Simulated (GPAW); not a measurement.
# MnS (Fm-3m) in GPAW: settings compared

One crystal, MnS, is run at these levels: PBEsol+U, PBE+U; tasks: single point.

Everything below comes from runs of GPAW 26.7.0. Logs are shortened: lines on timing, memory, paths and dates and some standing lists are left out, and cuts for length are marked. The log counts tension as positive stress, the text compression.

### 1 The structure

It takes space group Fm-3m (No. 225, cubic). The conventional cell has a = 5.224 Å, b = 5.224 Å, c = 5.224 Å, α = 90.00°, β = 90.00°, γ = 90.00°. Mn (site symmetry m-3m) has 6 S at 2.61 Å as nearest neighbours. Around S (site symmetry m-3m) lie 6 Mn at 2.61 Å.

### 2 Single point, PBEsol+U, collinear spin, ferromagnetic start

Contents of run.py:

```python
from ase.dft.bandgap import bandgap
from ase.io import read, write
from ase.units import Bohr, GPa
from gpaw import GPAW, PW, setup_paths
from gpaw.elf import elf_from_dft_calculation

setup_paths.insert(0, '.')

atoms = read('MnS.xyz')
atoms.set_initial_magnetic_moments([4.0, 0.0])

calc = GPAW(mode=PW(600),
            xc='PBEsol',
            kpts={'size': (6, 6, 6), 'gamma': True},
            occupations={'name': 'methfessel-paxton', 'order': 0, 'width': 0.05},
            setups={'Mn': ':d,2.0'},
            nbands=21,
            convergence={'density': 1e-05, 'energy': 1e-05},
            maxiter=150,
            txt='gpaw.txt')
atoms.calc = calc
energy = atoms.get_potential_energy()
forces = atoms.get_forces()
stress = atoms.get_stress()
calc.write('gs.gpw')
write('result.traj', atoms)
print(f'Energy: {energy:.6f} eV')
print('Forces (eV/A):')
print(forces.round(4))
print('Stress (GPa):', (stress / GPa).round(3))
print('Moments:', calc.get_magnetic_moments().round(3))
print('Fermi level:', round(calc.get_fermi_level(), 4), 'eV')
print(f'Gap: {bandgap(calc)[0]:.4f} eV, direct: {bandgap(calc, direct=True)[0]:.4f} eV')

# fields on the real-space grid
write('density.cube', atoms, data=calc.get_pseudo_density() * Bohr**3)
write('potential.cube', atoms, data=calc.get_electrostatic_potential())
write('spin.cube', atoms, data=(calc.get_pseudo_density(spin=0) - calc.get_pseudo_density(spin=1)) * Bohr**3)
write('elf.cube', atoms, data=elf_from_dft_calculation(calc).data)
```

Contents of MnS.xyz:

```xyz
2
Lattice="0.0000000000 2.6122498900 2.6122498900 2.6122498900 0.0000000000 2.6122498900 2.6122498900 2.6122498900 0.0000000000" Properties=species:S:1:pos:R:3 pbc="T T T"
Mn     0.0000000000      0.0000000000      0.0000000000
S      2.6122498900      2.6122498900      2.6122498900
```

Potentials or basis: PAW data sets generated in the run's folder for this functional, pw.

The run is started by

```bash
$ gpaw-setup -f PBEsol Mn S
$ OMP_NUM_THREADS=1 python run.py
```

gpaw.txt:

```text
__  _  _
 | _ |_)|_||  |
 |__||  | ||/\| - 26.7.0

Input parameters:
  mode=PW(ecut=600.0),
  convergence={'density': 1e-05, 'energy': 1e-05},
  kpts=MonkhorstPack(size=(6, 6, 6), gamma=True),
  maxiter=150,
  nbands=21,
  occupations=Occupations(name='methfessel-paxton', order=0, width=0.05),
  setups={'Mn': ':d,2.0'},
  xc=XC(name='PBEsol')

Diagonalizing LCAO Hamiltonian
Converting LCAO to pw mode

               S

       Mn

Atoms  # Å, Bohr magnetons
|   | symbol |        x |        y |        z |    initial magnetic moments |
|---|--------|----------|----------|----------|-----------------------------|
| 0 |     Mn | 0.000000 | 0.000000 | 0.000000 | ( 0.0000,  0.0000,  4.0000) |
| 1 |      S | 2.612250 | 2.612250 | 2.612250 | ( 0.0000,  0.0000,  0.0000) |

Unit cell  # Å
| periodic |        x |        y |        z |  lengths |    angles |
|----------|----------|----------|----------|----------|-----------|
|      yes | 0.000000 | 2.612250 | 2.612250 | 3.694279 | 60.000000 |
|      yes | 2.612250 | 0.000000 | 2.612250 | 3.694279 | 60.000000 |
|      yes | 2.612250 | 2.612250 | 0.000000 | 3.694279 | 60.000000 |

Number of symmetries: 48
Symmetry operations  # r_c * U_cc + t_c -> r_c
|    | kind |            matrix            |
|----|------|------------------------------|
|  0 |  σ   |  1, 0, 0,  1, 0,-1,  1,-1, 0 |
|  1 |  C2  |  1, 0, 0,  1,-1, 0,  1, 0,-1 |
|  2 |  E   |  1, 0, 0,  0, 1, 0,  0, 0, 1 |
|  3 |  σ   |  1, 0, 0,  0, 0, 1,  0, 1, 0 |
|  4 |  C4  |  1, 0,-1,  1, 0, 0,  1,-1, 0 |
|  5 |  S6  |  1, 0,-1,  1,-1, 0,  1, 0, 0 |
|  6 |  σ   |  1, 0,-1,  0, 1,-1,  0, 0,-1 |
|  7 |  C3  |  1, 0,-1,  0, 0,-1,  0, 1,-1 |
|  8 |  S6  |  1,-1, 0,  1, 0, 0,  1, 0,-1 |
|  9 |  C4  |  1,-1, 0,  1, 0,-1,  1, 0, 0 |
| 10 |  C3  |  1,-1, 0,  0,-1, 1,  0,-1, 0 |
| 11 |  σ   |  1,-1, 0,  0,-1, 0,  0,-1, 1 |
| 12 |  σ   |  0, 1, 0,  1, 0, 0,  0, 0, 1 |
| 13 |  C4  |  0, 1, 0,  0, 1,-1, -1, 1, 0 |
| 14 |  C3  |  0, 1, 0,  0, 0, 1,  1, 0, 0 |
| 15 |  S6  |  0, 1, 0, -1, 1, 0,  0, 1,-1 |
| 16 |  C2  |  0, 1,-1,  1, 0,-1,  0, 0,-1 |
| 17 |  σ   |  0, 1,-1,  0, 1, 0, -1, 1, 0 |
| 18 |  S4  |  0, 1,-1,  0, 0,-1,  1, 0,-1 |
| 19 |  C4  |  0, 1,-1, -1, 1, 0,  0, 1, 0 |
| 20 |  C3  |  0, 0, 1,  1, 0, 0,  0, 1, 0 |
| 21 |  σ   |  0, 0, 1,  0, 1, 0,  1, 0, 0 |
| 22 |  S6  |  0, 0, 1,  0,-1, 1, -1, 0, 1 |
| 23 |  C4  |  0, 0, 1, -1, 0, 1,  0,-1, 1 |
| 24 |  S4  |  0, 0,-1,  1, 0,-1,  0, 1,-1 |
| 25 |  C3  |  0, 0,-1,  0, 1,-1,  1, 0,-1 |
| 26 |  C2  |  0, 0,-1,  0,-1, 0, -1, 0, 0 |
| 27 |  S6  |  0, 0,-1, -1, 0, 0,  0,-1, 0 |
| 28 |  S4  |  0,-1, 1,  1,-1, 0,  0,-1, 0 |
| 29 |  C4  |  0,-1, 1,  0, 0, 1, -1, 0, 1 |
| 30 |  C2  |  0,-1, 1,  0,-1, 0,  1,-1, 0 |
| 31 |  σ   |  0,-1, 1, -1, 0, 1,  0, 0, 1 |
| 32 |  C3  |  0,-1, 0,  1,-1, 0,  0,-1, 1 |
| 33 |  S6  |  0,-1, 0,  0, 0,-1, -1, 0, 0 |
| 34 |  S4  |  0,-1, 0,  0,-1, 1,  1,-1, 0 |
| 35 |  C2  |  0,-1, 0, -1, 0, 0,  0, 0,-1 |
| 36 |  C2  | -1, 1, 0,  0, 1, 0,  0, 1,-1 |
| 37 |  S6  | -1, 1, 0,  0, 1,-1,  0, 1, 0 |
| 38 |  S4  | -1, 1, 0, -1, 0, 1, -1, 0, 0 |
| 39 |  C3  | -1, 1, 0, -1, 0, 0, -1, 0, 1 |
| 40 |  S6  | -1, 0, 1,  0, 0, 1,  0,-1, 1 |
[... 120 lines left out ...]
  Good broyden scale: 1.0
  Trust region scale: 1.0
  Backstep threshold: 4.0
  History deletion threshold: 6.0
  Fourier metric: weight=20.0, sigma=0.015

occupation numbers:
  Methfessel-Paxton:
    width: 0.0500  # eV
    order: 0

poisson solver:
  ecut: 4800.0  # eV

xc functional:
  name: PBEsol with 2 nearest neighbor stencil

convergence criteria:
- Maximum integral of absolute [dens]ity change: 1e-05 electrons / valence electron
- Maximum [total energy] change in last 3 cyles: 1e-05 eV / valence electron
- Maximum integral of absolute [eigenst]ate change: 4e-08 eV^2 / valence electron
maximum number of iterations: 150

SCF iterations
|iter     | |      energy | eigst |  dens |  magmom |
|---------|-|-------------|-------|-------|---------|
|iter:   1| |  -15.001065 | -0.00 |       |  +4.0037|
|iter:   2| |  -15.003169 | -2.06 | -1.02 |  +4.0493|
|iter:   3| |  -15.108687 | -2.41 | -1.05 |  +4.6833|
|iter:   4| |  -15.130573 | -3.69 | -1.68 |  +4.8527|
|iter:   5| |  -15.134737 | -3.68 | -2.08 |  +4.9440|
|iter:   6| |  -15.134802 | -5.13 | -2.70 |  +4.9642|
|iter:   7| |  -15.134822c| -6.11 | -3.26 |  +4.9695|
|iter:   8| |  -15.134824c| -7.42c| -3.88 |  +4.9702|
|iter:   9| |  -15.134824c| -7.72c| -4.54 |  +4.9701|
|iter:  10| |  -15.134824c| -8.06c| -4.93 |  +4.9701|
|iter:  11| |  -15.134824c| -8.82c| -5.83c|  +4.9701|

Converged in 11 steps
Energy contributions relative to reference atoms: (reference = -42323.512009)

Energy contributions:
  Kinetic:          20.417198
  Coulomb:         -17.064873
  Zero:              0.167342
  External:          0.000000
  Xc:              -18.654197
  Entropy:          -0.000587
  Spinorbit:         0.000000
  ----------------------------
  Free energy:     -15.135118
  Extrapolated:    -15.134824

dipole moment: (-11.494057, -11.494057, -11.494057)  # |e|*Ang

Total magnetic moment: (0.000000, 0.000000, 4.970134)

Local magnetic moments
|        x |        y |        z |
|----------|----------|----------|
| 0.000000 | 0.000000 | 4.402433 |  # Mn   0
| 0.000000 | 0.000000 | 0.109880 |  # S    1

Fermi level: 6.914
Eigenvalues  # (at kpt = [0.000, 0.000, 0.000])
| band index |      eig [eV] | occ [0-1] |      eig [eV] | occ [0-1] |
|------------|---------------|-----------|---------------|-----------|
|          0 |       -74.725 |     1.000 |       -69.851 |     1.000 |
|        ... |               |           |               |           |
|          3 |       -43.653 |     1.000 |       -38.872 |     1.000 |
|          4 |        -7.589 |     1.000 |        -7.245 |     1.000 |
|          5 |         2.507 |     1.000 |         5.348 |     1.000 |
|          6 |         2.507 |     1.000 |         5.348 |     1.000 |
|          7 |         2.507 |     1.000 |         5.348 |     1.000 |
|          8 |         2.555 |     1.000 |         8.053 |     0.000 |
|          9 |         2.555 |     1.000 |         8.053 |     0.000 |
|         10 |         5.093 |     1.000 |         8.053 |     0.000 |
|         11 |         5.093 |     1.000 |         8.108 |     0.000 |
|         12 |         5.093 |     1.000 |         8.108 |     0.000 |
|         13 |         8.391 |     0.000 |         9.484 |     0.000 |
|         14 |        15.168 |     0.000 |        16.861 |     0.000 |
|         15 |        15.168 |     0.000 |        16.861 |     0.000 |
|         16 |        15.168 |     0.000 |        16.861 |     0.000 |
|         17 |        17.185 |     0.000 |        17.493 |     0.000 |
|        ... |               |           |               |           |
|         20 |        18.733 |     0.000 |        20.501 |     0.000 |

No gap
No difference between direct/indirect transitions

Forces  # eV/Ang
|        x |       y |       z |
|----------|---------|---------|
| -0.00000 | 0.00000 | 0.00000 |  # Mn   0
|  0.00000 | 0.00000 | 0.00000 |  # S    1

Stress tensor  # eV/Ang^3
|        x |        y |        z |
|----------|----------|----------|
| 0.010553 | 0.000000 | 0.000000 |
| 0.000000 | 0.010553 | 0.000000 |
| 0.000000 | 0.000000 | 0.010553 |

# Writing to gs.gpw (mode='')
```

stdout:

```text
Energy: -15.134824 eV
Forces (eV/A):
[[-0.  0.  0.]
 [ 0.  0.  0.]]
Stress (GPa): [1.691 1.691 1.691 0.    0.    0.   ]
Moments: [4.402 0.11 ]
Fermi level: 6.9138 eV
Gap: 0.0000 eV, direct: 0.0000 eV
```

Run time: 20 s. Hardware: 1 thread of Arm Neoverse V2, shared host; peak memory 0.16 GiB.

What came out:

* Free energy: -15.1351 eV
* Pressure: -1.7 GPa
* Band gap on the k mesh: none (metal or under the smearing width)
* Net moment: 4.97 μB per cell
* Site moments: Mn +4.40; S +0.11 μB

Caveat: a cell with one magnetic atom can't hold antiferromagnetic order, which such compounds often take.

### 3 Single point, PBEsol+U, collinear spin, zero start

run.py, as its differences from that of step 2:

```diff
@@ -9,3 +9,3 @@
 atoms = read('MnS.xyz')
-atoms.set_initial_magnetic_moments([4.0, 0.0])
+atoms.set_initial_magnetic_moments([0.0, 0.0])
 
@@ -15,3 +15,4 @@
             occupations={'name': 'methfessel-paxton', 'order': 0, 'width': 0.05},
-            setups={'Mn': ':d,2.0'},
+            setups={'Mn': ':d,4.0'},
+            spinpol=True,
             nbands=21,
```

MnS.xyz is that of step 2.

Potentials or basis: PAW data sets generated in the run's folder for this functional, pw.

The run is started by

```bash
$ gpaw-setup -f PBEsol Mn S
$ OMP_NUM_THREADS=1 python run.py
```

gpaw.txt:

```text
__  _  _
 | _ |_)|_||  |
 |__||  | ||/\| - 26.7.0

Input parameters:
  mode=PW(ecut=600.0),
  convergence={'density': 1e-05, 'energy': 1e-05},
  kpts=MonkhorstPack(size=(6, 6, 6), gamma=True),
  maxiter=150,
  nbands=21,
  occupations=Occupations(name='methfessel-paxton', order=0, width=0.05),
  setups={'Mn': ':d,4.0'},
  spinpol=True,
  xc=XC(name='PBEsol')

Diagonalizing LCAO Hamiltonian
Converting LCAO to pw mode

               S

       Mn

Atoms  # Å, Bohr magnetons
|   | symbol |        x |        y |        z |    initial magnetic moments |
|---|--------|----------|----------|----------|-----------------------------|
| 0 |     Mn | 0.000000 | 0.000000 | 0.000000 | ( 0.0000,  0.0000,  0.0000) |
| 1 |      S | 2.612250 | 2.612250 | 2.612250 | ( 0.0000,  0.0000,  0.0000) |

Unit cell  # Å
| periodic |        x |        y |        z |  lengths |    angles |
|----------|----------|----------|----------|----------|-----------|
|      yes | 0.000000 | 2.612250 | 2.612250 | 3.694279 | 60.000000 |
|      yes | 2.612250 | 0.000000 | 2.612250 | 3.694279 | 60.000000 |
|      yes | 2.612250 | 2.612250 | 0.000000 | 3.694279 | 60.000000 |

Number of symmetries: 48
Symmetry operations  # r_c * U_cc + t_c -> r_c
|    | kind |            matrix            |
|----|------|------------------------------|
|  0 |  σ   |  1, 0, 0,  1, 0,-1,  1,-1, 0 |
|  1 |  C2  |  1, 0, 0,  1,-1, 0,  1, 0,-1 |
|  2 |  E   |  1, 0, 0,  0, 1, 0,  0, 0, 1 |
|  3 |  σ   |  1, 0, 0,  0, 0, 1,  0, 1, 0 |
|  4 |  C4  |  1, 0,-1,  1, 0, 0,  1,-1, 0 |
[... 193 lines left out ...]
|iter:  12| |   -9.976503c| -7.23 | -4.19 |  +0.0000|
|iter:  13| |   -9.976503c| -7.65c| -4.73 |  +0.0000|
|iter:  14| |   -9.976503c| -8.65c| -5.48c|  +0.0000|

Converged in 14 steps
Energy contributions relative to reference atoms: (reference = -42323.512009)

Energy contributions:
  Kinetic:          -1.251077
  Coulomb:           1.684732
  Zero:              0.217471
  External:          0.000000
  Xc:              -10.621407
  Entropy:          -0.012445
  Spinorbit:         0.000000
  ----------------------------
  Free energy:      -9.982726
  Extrapolated:     -9.976503

dipole moment: (-11.513684, -11.513684, -11.513684)  # |e|*Ang

Total magnetic moment: (0.000000, 0.000000, 0.000010)

Local magnetic moments
|        x |        y |        z |
|----------|----------|----------|
| 0.000000 | 0.000000 | 0.000008 |  # Mn   0
| 0.000000 | 0.000000 | 0.000001 |  # S    1

Fermi level: 5.308
Eigenvalues  # (at kpt = [0.000, 0.000, 0.000])
| band index |      eig [eV] | occ [0-1] |      eig [eV] | occ [0-1] |
|------------|---------------|-----------|---------------|-----------|
|          0 |       -72.194 |     1.000 |       -72.194 |     1.000 |
|        ... |               |           |               |           |
|          3 |       -41.158 |     1.000 |       -41.158 |     1.000 |
|          4 |        -7.880 |     1.000 |        -7.880 |     1.000 |
|          5 |         4.369 |     1.000 |         4.369 |     1.000 |
|          6 |         4.369 |     1.000 |         4.369 |     1.000 |
|          7 |         4.369 |     1.000 |         4.369 |     1.000 |
|          8 |         4.715 |     1.000 |         4.715 |     1.000 |
[... 8 lines left out ...]
|         17 |        17.384 |     0.000 |        17.384 |     0.000 |
|         18 |        19.153 |     0.000 |        19.153 |     0.000 |
|        ... |               |           |               |           |
|         20 |        19.537 |     0.000 |        19.537 |     0.000 |

No gap
No difference between direct/indirect transitions

Forces  # eV/Ang
|       x |       y |       z |
|---------|---------|---------|
| 0.00000 | 0.00000 | 0.00000 |  # Mn   0
| 0.00000 | 0.00000 | 0.00000 |  # S    1

Stress tensor  # eV/Ang^3
|         x |         y |         z |
|-----------|-----------|-----------|
|  0.119432 |  0.000000 | -0.000000 |
|  0.000000 |  0.119432 | -0.000000 |
| -0.000000 | -0.000000 |  0.119432 |

# Writing to gs.gpw (mode='')
```

stdout:

```text
Energy: -9.976503 eV
Forces (eV/A):
[[0. 0. 0.]
 [0. 0. 0.]]
Stress (GPa): [19.135 19.135 19.135 -0.    -0.     0.   ]
Moments: [0. 0.]
Fermi level: 5.3083 eV
Gap: 0.0000 eV, direct: 0.0000 eV
```

Wall time 25 s (1 thread of Arm Neoverse V2, shared host); peak memory 0.16 GiB.

Results:

```yaml
Free_energy: -9.9827 eV
Pressure: -19.1 GPa
Band_gap_on_the_k_mesh: none (metal or under the smearing width)
Net_moment: 0.00 μB per cell
```

Caveat: the run has no moments, though such compounds are often magnetic; a magnetic state may lie lower.

(Continued in part 2 of 2.)
